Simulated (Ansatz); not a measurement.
Predict the output of the script below (the Python package of Ansatz (0.2.0)).

`mgau.py`:
```python
# -*- coding: utf-8 -*-
"""Stability of Mg-Au compounds against each other, after relaxing atoms and volume at fixed cell shape."""

from collections import Counter
import csv
import logging
import sys
import warnings

import ansatz as az
from ase import Atoms
import numpy as np
from scipy.spatial import ConvexHull

logging.basicConfig(stream=sys.stdout, format="%(levelname)s %(message)s")
logger = logging.getLogger("run")
logger.setLevel(logging.INFO)


def ground_state(name, crystal):
    calc = (
        crystal.calculation()
        .functional("PBEsol")
        .basis(450)
        .kpoints(spacing=0.3)
        .occupations("cold", width=0.05)
    )
    calc = calc.relax(force_tolerance=0.03, fix_cell=["shape"])
    return calc.run(threads=1, backend="cpu")


def counts(outcome):
    return Counter(site.symbol for site in outcome.lattice.sites)

def formation_energy(outcome, mu):
    n = counts(outcome)
    return (outcome.report["energy_sigma0_ev"] - sum(k * mu[element] for element, k in n.items())) / sum(n.values())

warnings.simplefilter("ignore")

phases = {}
mgau_pm_3m = (
    az.Lattice.cubic(3.259)
    .space_group(221)
    .atom("Mg", (0.5, 0.5, 0.5))
    .atom("Au", (0.0, 0.0, 0.0))
)
phases["MgAu Pm-3m"] = mgau_pm_3m
mgau3_pm_3m = (
    az.Lattice.cubic(4.10653)
    .space_group(221)
    .atom("Mg", (0.0, 0.0, 0.0))
    .atom("Au", (0.5, 0.5, 0.0))
)
phases["MgAu3 Pm-3m"] = mgau3_pm_3m
atoms = Atoms(
    ["Mg", "Mg"],
    scaled_positions=[
        (1 / 3, 2 / 3, 0.25),
        (2 / 3, 1 / 3, 0.75),
    ],
    cell=[
        (3.2093, 0.0, 0.0),
        (-1.60465, 2.77934, 0.0),
        (0.0, 0.0, 5.2103),
    ],
    pbc=True,
)
mg = az.Crystal.from_ase(atoms)
phases["Mg"] = mg
atoms = Atoms(
    ["Au"],
    scaled_positions=[
        (0.0, 0.0, 0.0),
    ],
    cell=[
        (0.0, 2.035, 2.035),
        (2.035, 0.0, 2.035),
        (2.035, 2.035, 0.0),
    ],
    pbc=True,
)
au = az.Crystal.from_ase(atoms)
phases["Au"] = au

done = {name: ground_state(name, crystal) for name, crystal in phases.items()}

# chemical potentials of the elements at zero temperature
references = {"Mg": "Mg", "Au": "Au"}
mu = {element: done[name].report["energy_sigma0_ev"] / len(done[name].lattice.sites) for element, name in references.items()}
points = sorted((counts(o)["Au"] / len(o.lattice.sites), formation_energy(o, mu), name) for name, o in done.items())

xy = np.array([(x, e) for x, e, _ in points] + [(0.5, 10.0)])
hull = sorted(tuple(xy[i]) for i in ConvexHull(xy).vertices if xy[i, 1] < 5)
rows = [(name, x, e, e - np.interp(x, *zip(*hull))) for x, e, name in points]
with open("hull.csv", "w", newline="") as handle:
    writer = csv.writer(handle)
    writer.writerow(["phase", "x(Au)", "E_form (eV/atom)", "above hull (eV/atom)"])
    writer.writerows([round(v, 4) if isinstance(v, float) else v for v in row] for row in rows)
print(open("hull.csv").read())
print("on the hull of these phases:", ", ".join(row[0] for row in rows if row[3] < 1e-6))
```

`python mgau.py` gives:
```text
phase,x(Au),E_form (eV/atom),above hull (eV/atom)
Mg,0.0,0.0,0.0
MgAu Pm-3m,0.5,-0.5896,0.0
MgAu3 Pm-3m,0.75,-0.3746,0.0
Au,1.0,0.0,0.0

on the hull of these phases: Mg, MgAu Pm-3m, MgAu3 Pm-3m, Au
```

Reading the output:
- For the metals among these phases the mesh is modest: differences between phases can be off by up to 40 meV an atom.
- Atoms and volume are relaxed with the cell's shape held, which in cells of lower than cubic symmetry can hide stresses and shift volumes.
- Spin-orbit coupling, which matters for elements this heavy, is left out.
- The cells come from databases of deposited and of computed structures, and not all need be stable phases.
- Differences under about 40 meV an atom lie within the error of mesh and functional, so such verdicts may flip; only the cells listed enter the hull.
- Wall time of the script: 41 s on 1 thread of Arm Neoverse N1 (shared host), peak memory 0.48 GiB.

(A comment or docstring line of the script was reworded after the run, the code is as it ran.)
